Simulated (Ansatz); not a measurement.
# Ta2Se5: the cost of one run

Computed with Ansatz 0.2.0 (DFT PBE, scalar-relativistic, plane waves, PAW, unless a step's input says otherwise).

**1. Starting point**

Symmetry: P6/mmm, No. 191, hexagonal system. The conventional cell has a = 5.346 Å, b = 5.346 Å, c = 7.211 Å, α = 90.00°, β = 90.00°, γ = 120.00°. Ta (site symmetry 6mm) has 7 Se at 2.31 to 3.35 Å and 1 Ta at 2.59 Å as nearest neighbours. Se (site symmetry -6m2) is surrounded by 3 Se at 3.09 Å and 6 Ta at 3.35 Å. Se (site symmetry -6m2) is surrounded by 6 Se at 3.09 Å. Around Se (site symmetry 6/mmm) lie 2 Ta at 2.31 Å.

Coordinates:

```xyz
7
Lattice="5.3455 0.0000 0.0000 -2.6728 4.6294 0.0000 0.0000 0.0000 7.2111" Properties=species:S:1:pos:R:3 pbc="T T T"
Ta    0.0000    0.0000    5.9154
Ta    0.0000    0.0000    1.2957
Se    0.0000    3.0862    0.0000
Se    2.6728    1.5431    0.0000
Se    0.0000    3.0862    3.6056
Se    2.6728    1.5431    3.6056
Se    0.0000    0.0000    3.6056
```

The cell is invented: random cell by space group and Wyckoff sites (P6/mmm, No. 191). Its size is a rough estimate.

**2. A first look at the guess**

Input file input.yaml:

```yaml
crystal:
  lattice:
    - [5.34551935, 0.0, 0.0]
    - [-2.67275967, 4.62935555, 0.0]
    - [0.0, 0.0, 7.21110841]
  atoms:
    - { symbol: Ta, position: [0.0, 0.0, 0.8203223] }
    - { symbol: Ta, position: [0.0, 0.0, 0.1796777] }
    - { symbol: Se, position: [0.33333333, 0.66666667, 0.0] }
    - { symbol: Se, position: [0.66666667, 0.33333333, 0.0] }
    - { symbol: Se, position: [0.33333333, 0.66666667, 0.5] }
    - { symbol: Se, position: [0.66666667, 0.33333333, 0.5] }
    - { symbol: Se, position: [0.0, 0.0, 0.5] }
basis:
  ecutwfc: 420
kpoints:
  mp_grid: { grid: [6, 6, 4] }
hamiltonian:
  xc: pbe
scf:
  occupations: { method: gaussian, width: 0.1 }
  lower_state_search: "off"
output:
  forces: true
  stress: true
  eigenvalues: true
```

Started as:

```console
$ ansatz run input.yaml --threads 1 --pin off --max-ram 2560MiB --backend cpu --events-out ev --progress --plain --runs-dir out
```

Q: Estimate wall time and peak memory on 1 thread of Intel Xeon at 2.70GHz, shared host.

About 18 s, with a peak of 0.54 GiB.
